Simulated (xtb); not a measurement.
# [CH11BNSi2]− (SMILES [BH3-]N([SiH3])[SiH2]C): GFN1-xTB

Aim: the vertical ionisation energy of [CH11BNSi2]− at GFN1-xTB, from 2 runs. 

The results are computed with xtb 6.7.1.

4 further runs of the same task are left out: 4 set aside as unsound or not needed.

## (1) The molecule

[CH11BNSi2]− has 16 atoms, charge -1, and is taken as a singlet. SMILES: `[BH3-]N([SiH3])[SiH2]C`. The coordinates come from a GFN2-xTB relaxation. This is one conformer, not always the lowest.

Bond lengths: B1–N2 1.609 Å, N2–Si3 1.700 Å, N2–Si4 1.700 Å, Si4–C5 1.904 Å, B1–H6 1.211 Å, B1–H7 1.214 Å, B1–H8 1.217 Å, Si3–H9 1.483 Å, Si3–H10 1.478 Å, Si3–H11 1.483 Å, Si4–H12 1.494 Å, Si4–H13 1.488 Å, C5–H14 1.089 Å, C5–H15 1.086 Å, C5–H16 1.084 Å. Some angles: B1–N2–Si3 114.4°, B1–N2–Si4 118.4°, Si3–N2–Si4 125.0°, N2–Si4–C5 114.4°, N2–B1–H6 109.4°, N2–B1–H7 108.7°, N2–B1–H8 108.4°, N2–Si3–H9 109.7°, N2–Si3–H10 112.8°, N2–Si3–H11 116.3°.

## (2) Energy and gradient at GFN1-xTB

Contents of coord:

```
$coord angs
     0.1491300    -0.4598900    -1.6554800  B
     0.5791600    -0.1199800    -0.1427300  N
     2.2476700    -0.2395900     0.1575400  Si
    -0.6280000    -0.0867800     1.0534100  Si
    -2.1844300     0.8994500     0.5732300  C
    -0.8091800     0.2135200    -1.9614400  H
     1.0833000    -0.2140600    -2.3914300  H
    -0.1247000    -1.6435900    -1.7206500  H
     2.5228600     0.0657900     1.5827000  H
     3.0424800     0.7222200    -0.6344000  H
     2.8627000    -1.5706100    -0.0671500  H
    -1.1344700    -1.4160500     1.5104800  H
    -0.0978200     0.5502800     2.2892400  H
    -2.8900200     0.9641100     1.3999700  H
    -1.9322700     1.9107900     0.2685400  H
    -2.6864300     0.4243900    -0.2618200  H
$end
```

Command:

```
$ xtb --gfn 1 --chrg -1 --json --grad -P 1 -- coord > out.txt 2> xtb.err
```

The program printed:

```text
* xtb version 6.7.1
[...]
          :  # basis functions                  54          :
[...]
          :  # electrons                        32          :
[...]
          :  Hamiltonian                  GFN1-xTB          :
[...]
          :  net charge                         -1          :
          :  unpaired electrons                  0          :
[...]
   *** convergence criteria satisfied after 10 iterations ***
[...]
         ::                     SUMMARY                     ::
         :::::::::::::::::::::::::::::::::::::::::::::::::::::
         :: total energy             -16.623175809160 Eh    ::
         :: gradient norm              0.052502426004 Eh/a0 ::
         :: HOMO-LUMO gap              5.106203907641 eV    ::
         ::.................................................::
         :: SCC energy               -16.788058087197 Eh    ::
         :: -> electrostatic           0.115817426032 Eh    ::
         :: repulsion energy           0.171290986742 Eh    ::
         :: dispersion energy         -0.006408708704 Eh    ::
         :: halogen bond corr.         0.000000000000 Eh    ::
         :: add. restraining           0.000000000000 Eh    ::
         :: total charge              -1.000000000000 e     ::
         :::::::::::::::::::::::::::::::::::::::::::::::::::::
[...]
        16        2.0000           -0.2034697              -5.5367 (HOMO)
        17                         -0.0158202              -0.4305 (LUMO)
[...]
     #   Z sym  total        # sym  WBO       # sym  WBO       # sym  WBO
 ---------------------------------------------------------------------------
     1   5 B    3.616 --     8 H    0.937     6 H    0.928     7 H    0.900
                             2 N    0.649     3 Si   0.107
     2   7 N    3.485 --     3 Si   1.368     4 Si   1.365     1 B    0.649
     3  14 Si   4.555 --     2 N    1.368    10 H    0.944    11 H    0.942
                             9 H    0.936     4 Si   0.170     1 B    0.107
     4  14 Si   4.663 --     2 N    1.365     5 C    1.016    12 H    0.932
                            13 H    0.930     3 Si   0.170
     5   6 C    3.933 --     4 Si   1.016    14 H    0.957    15 H    0.953
                            16 H    0.950
     6   1 H    0.980 --     1 B    0.928
     7   1 H    0.981 --     1 B    0.900
     8   1 H    0.977 --     1 B    0.937
     9   1 H    0.985 --     3 Si   0.936
[...]
          | TOTAL ENERGY              -16.623175809160 Eh   |
          | GRADIENT NORM               0.052502426004 Eh/α |
          | HOMO-LUMO GAP               5.106203907641 eV   |
           -------------------------------------------------
[...]
```

Standard error:

```text
normal termination of xtb
```

It took 0.055 s on 1 thread of Intel Xeon Platinum 8375C at 2.90GHz (Ice Lake), shared host.

## (3) Doublet neutral CH11BNSi2, same level

Contents of xcontrol:

```
$chrg 0
$spin 1
$end
```

coord is that of step 2.

Command:

```
$ xtb coord --json --grad --gfn 1 -I xcontrol | tee run.log
```

The program printed:

```text
* xtb version 6.7.1
[...]
          :  # basis functions                  54          :
[...]
          :  # electrons                        31          :
[...]
          :  Hamiltonian                  GFN1-xTB          :
[...]
          :  net charge                          0          :
          :  unpaired electrons                  1          :
[...]
   *** convergence criteria satisfied after 12 iterations ***
[...]
         ::                     SUMMARY                     ::
         :::::::::::::::::::::::::::::::::::::::::::::::::::::
         :: total energy             -16.314824017885 Eh    ::
         :: gradient norm              0.087063404354 Eh/a0 ::
         :: HOMO-LUMO gap              6.052032210149 eV    ::
         ::.................................................::
         :: SCC energy               -16.479706295922 Eh    ::
         :: -> electrostatic           0.013343075266 Eh    ::
         :: repulsion energy           0.171290986742 Eh    ::
         :: dispersion energy         -0.006408708704 Eh    ::
         :: halogen bond corr.         0.000000000000 Eh    ::
         :: add. restraining           0.000000000000 Eh    ::
         :: total charge               0.000000000059 e     ::
         :::::::::::::::::::::::::::::::::::::::::::::::::::::
[...]
        16        1.0069           -0.4116688             -11.2021 (HOMO)
        17                         -0.1892607              -5.1500 (LUMO)
[...]
     #   Z sym  total        # sym  WBO       # sym  WBO       # sym  WBO
 ---------------------------------------------------------------------------
     1   5 B    3.549 --     7 H    0.893     6 H    0.846     2 N    0.830
                             8 H    0.748     3 Si   0.111
     2   7 N    3.397 --     3 Si   1.143     4 Si   1.141     1 B    0.830
                             8 H    0.105
     3  14 Si   4.260 --     2 N    1.143     9 H    0.929    10 H    0.927
                            11 H    0.922     4 Si   0.125     1 B    0.111
     4  14 Si   4.450 --     2 N    1.141     5 C    1.048    13 H    0.922
                            12 H    0.904     3 Si   0.125
     5   6 C    3.953 --     4 Si   1.048    14 H    0.941    15 H    0.939
                            16 H    0.937
     6   1 H    0.991 --     1 B    0.846
     7   1 H    0.990 --     1 B    0.893
     8   1 H    0.967 --     1 B    0.748     2 N    0.105
[...]
          | TOTAL ENERGY              -16.314824017885 Eh   |
          | GRADIENT NORM               0.087063404354 Eh/α |
          | HOMO-LUMO GAP               6.052032210149 eV   |
           -------------------------------------------------
[...]
```

Standard error:

```text
normal termination of xtb
```

Run time: 0.055 s. Hardware: 1 thread of Intel Xeon Platinum 8375C at 2.90GHz (Ice Lake), shared host.

## (4) Summary of results

At GFN1-xTB:

| quantity | value |
| --- | --- |
| singlet [CH11BNSi2]−: total energy | -16.62318 Eh |
| singlet [CH11BNSi2]−: HOMO energy | -5.54 eV |
| singlet [CH11BNSi2]−: LUMO energy | -0.43 eV |
| singlet [CH11BNSi2]−: HOMO–LUMO gap | 5.11 eV |
| singlet [CH11BNSi2]−: dispersion energy | -16.83 kJ/mol |
| singlet [CH11BNSi2]−: largest force on an atom | 1.362 eV/Å |
| doublet neutral CH11BNSi2: total energy | -16.31482 Eh |
| doublet neutral CH11BNSi2: dipole moment | 1.33 D |
| doublet neutral CH11BNSi2: HOMO energy (partly filled) | -11.20 eV |
| doublet neutral CH11BNSi2: LUMO energy | -5.15 eV |
| doublet neutral CH11BNSi2: dispersion energy | -16.83 kJ/mol |
| doublet neutral CH11BNSi2: largest force on an atom | 2.623 eV/Å |
| vertical detachment energy (to the doublet neutral) | 8.391 eV |

Removing an electron at fixed nuclei costs 8.39 eV (810 kJ/mol). The largest force (singlet [CH11BNSi2]−) is 1.36 eV/Å: the shape isn't a stationary point for this species at this level. No empirical shift is applied, and without it xTB methods put this difference several eV too high. Mulliken charges (singlet [CH11BNSi2]−) run from -0.34 on N2 to +0.22 on Si4.
